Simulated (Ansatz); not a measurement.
## Mg₂Zn, space group P-6m2: a comparison of functionals at one structure, step by step

Program: Ansatz 0.2.0, Python API.

At the Python prompt:
```pycon
>>> import warnings
>>> import ansatz as az
>>> import pandas as pd
>>> CUTOFF = 420
>>> KGRID = (8, 8, 2)
>>> FILLING = 'methfessel_paxton'
>>> SMEARING_WIDTH = 0.1
>>> warnings.simplefilter('ignore', az.DeckWarning)
>>> cell = (
...     az.Lattice.from_parameters(3.092612, 3.092612, 14.582468, alpha=90.0, beta=90.0, gamma=120.0)
...     .atom('Mg', (0.0, 0.0, 0.5))
...     .atom('Mg', (2 / 3, 1 / 3, 0.316792))
...     .atom('Mg', (2 / 3, 1 / 3, 0.0))
...     .atom('Mg', (2 / 3, 1 / 3, 0.683208))
...     .atom('Zn', (0.0, 0.0, 0.158616))
...     .atom('Zn', (0.0, 0.0, 0.841384))
... )
>>> job = (
...     cell.calculation()
...     .basis(CUTOFF)
...     .kpoints(*KGRID)
...     .occupations(FILLING, width=SMEARING_WIDTH)
...     .stress()
... )
>>> rows = []
>>> for value in ['pbesol', 'blyp', 'lda']:
...     data = job.functional(value).run(threads=1, pin='off').report
...     rows.append((value, data['free_energy_ev'] / len(data['lattice']['sites']), data['n_iterations'], sum(data['stress_gpa'][i][i] for i in range(3)) / 3, data['n_kpoints']))
...
>>> table = pd.DataFrame(rows, columns=['functional', 'F/atom (eV)', 'iterations', 'P (GPa)', 'k-points'])
>>> table.round(5)
  functional  F/atom (eV)  iterations  P (GPa)  k-points
0     pbesol  -2368.32816           8 -1.77583        20
1       blyp  -2394.04419           9  1.33738        20
2        lda  -2349.79688           8 -3.69519        20
```

From lowest to highest: LDA (-3.7 GPa), PBEsol (-1.8 GPa) and BLYP (1.3 GPa). At a fixed cell a lower pressure usually means a smaller equilibrium volume, so LDA prefers the smallest cell and BLYP the largest.

Caveats:
- BLYP can be off by several per cent in the lattices of metals, and by several GPa in the pressure at a fixed cell.
- The mesh is modest for a metal, so energies can be off by several to tens of meV an atom and pressures by half a GPa or more; differences at equal mesh fare better.
- Pressure is positive in compression.
- This cell is a computed structure, which may not be the phase found in nature.
- Total energies of different functionals can't be compared; pressures, moments and gaps at this one structure can.
- It ran for 26 s on 1 thread of Arm Neoverse V1, with other jobs on the host, peak memory 0.47 GiB.
